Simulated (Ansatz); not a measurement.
# C4H3F3: basis-set convergence

The task here is to estimate one member of a computed series from the others.

Computed with Ansatz 0.2.0, Gaussian basis. Level: one geometry, several basis sets.

The runs, in order: PBE0-D4/def2-SVP; ωB97M-V/def2-SVP; PBE0-D4/def2-QZVPP; ωB97M-V/def2-QZVPP; the functionals' def2-TZVPP values are taken from earlier runs.

## The geometry

The geometry comes from an earlier relaxation with PBE0-D4 in a triple-zeta def2 set; it is a stationary point, not always the lowest conformer.

10 atoms, charge 0, spin multiplicity 1.

Atoms are counted from 1 here; the program's logs count them from 0.

Bond lengths: C1–C2 1.323 Å, C1–H8 1.081 Å, C1–H9 1.080 Å, C2–F3 1.341 Å, C2–C4 1.451 Å, C4–F5 1.331 Å, C4–C6 1.330 Å, C6–F7 1.325 Å, C6–H10 1.080 Å. Angles: C2–C1–H8 120.5°, C2–C1–H9 119.7°, H8–C1–H9 119.7°, C1–C2–F3 121.1°, C1–C2–C4 126.3°, F3–C2–C4 112.6°, C2–C4–F5 115.0°, C2–C4–C6 124.3°, F5–C4–C6 120.7°, C4–C6–F7 121.4°, C4–C6–H10 123.2°, F7–C6–H10 115.4°.

The first run:

in.yaml

```yaml
crystal:
  periodic: [false, false, false]
  atoms:
    - {symbol: C, position_ang: [0.886357, -0.382499, -1.613640]}
    - {symbol: C, position_ang: [0.028617, -0.439855, -0.607685]}
    - {symbol: F, position_ang: [-0.954525, -1.350960, -0.587038]}
    - {symbol: C, position_ang: [0.016894, 0.420785, 0.559956]}
    - {symbol: F, position_ang: [0.975105, 1.344845, 0.587958]}
    - {symbol: C, position_ang: [-0.865862, 0.328167, 1.550305]}
    - {symbol: F, position_ang: [-0.823694, 1.146057, 2.592428]}
    - {symbol: H, position_ang: [0.809158, -1.073209, -2.441470]}
    - {symbol: H, position_ang: [1.669678, 0.360410, -1.607397]}
    - {symbol: H, position_ang: [-1.658730, -0.404941, 1.569483]}
basis:
  gaussian: {orbitals: def2-SVP}
hamiltonian: {xc: pbe0, dispersion: d4}
output: {orbitals: {seedname: orbitals}}
```

Among the steps run: PBE0-D4 in def2-SVP; ωB97M-V in def2-SVP; PBE0-D4 in def2-QZVPP; ωB97M-V in def2-QZVPP.

One of the session's tables, all rows but one given; the rest of the session is left out.

It belongs to the step «Density functionals: the series». 

```
functional       basis  HOMO (eV)
   PBE0-D4    def2-SVP      -7.05
   PBE0-D4  def2-TZVPP      -7.16
   PBE0-D4  def2-QZVPP      -7.19
   ωB97M-V    def2-SVP      -9.14
   ωB97M-V  def2-TZVPP          ?
   ωB97M-V  def2-QZVPP      -9.31
```

Q: Estimate the row for ωB97M-V, def2-TZVPP from the others.

The run gave: HOMO (eV): -9.27. In the column «HOMO (eV)» it lies between ωB97M-V, def2-QZVPP (-9.31) and ωB97M-V, def2-SVP (-9.14).
